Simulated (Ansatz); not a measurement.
The system is HfIn4SiO6.

```
CELL_PARAMETERS angstrom
2.71603 -4.70332 0.00448
2.71603 4.70332 0.00448
-1.86309 0.00000 7.40415
ATOMIC_POSITIONS crystal
Hf 0.20480 0.79520 0.00000
In 0.37139 0.62861 0.50000
In 0.53812 0.46188 0.00000
In 0.03500 0.96500 0.50000
In 0.70907 0.29093 0.50000
Si 0.87146 0.12854 0.00000
O 0.10741 0.06918 0.86667
O 0.93082 0.89259 0.13333
O 0.83975 0.37820 0.86669
O 0.62180 0.16025 0.13331
O 0.19813 0.46891 0.13338
O 0.53109 0.80187 0.86662
```

The cell was built by a generator and needn't be a form met in nature.

```yaml
Program: Ansatz 0.2.0
Task: relaxation of cell and atoms
Functional: BLYP
Potentials_or_basis: Ansatz PAW
Cutoff: "420 eV (not typed: the program's choice for these potentials)"
k_mesh: 4 × 4 × 3
Occupations: fermi-dirac, width 0.05 eV
Spin: no spin polarisation
```

At the start: volume 15.77 Å³/atom.

Problem. Where does the relaxation end?

Solution. It ends after 8 steps and the volume is 16.46 Å³/atom (+4.4 %); space group C2 (No. 5, to 0.05 Å).

The path:
```
step  energy change (eV)  largest force (eV/Å)  volume (Å³)
   1              0.0000                0.1490       189.25
   2             -0.0103                0.3066       200.45
   3             -0.0519                0.1096       196.93
   4             -0.0545                0.0465       196.68
   5             -0.0546                0.0070       196.79
   6             -0.0848                0.0072       196.79
   7             -0.0830                0.0068       197.51
   8             -0.0857                0.0068       197.51
```

Final structure:
```
Hf In Si O
1.0
     2.74341   -4.75221    0.00697
     2.74341    4.75221    0.00697
    -1.87536    0.00000    7.57006
Hf In Si O
1 4 1 6
Direct
  0.20487 0.79513 0.00000
  0.37187 0.62813 0.50000
  0.53825 0.46175 0.00000
  0.03513 0.96487 0.50000
  0.70784 0.29216 0.50000
  0.87155 0.12845 0.00000
  0.10744 0.06874 0.86894
  0.93126 0.89256 0.13106
  0.84256 0.37968 0.86903
  0.62032 0.15744 0.13097
  0.19620 0.46845 0.13107
  0.53155 0.80380 0.86893
```

Caveat: the plane-wave basis is chosen anew once the cell has moved, so the energies of steps on either side of that aren't comparable; the pressure holds a Pulay correction of +0.5 GPa for the finite cutoff; the PAW data sets come from PBE, with cores solved anew for the run's functional, which leaves a small shift of forces and pressure.
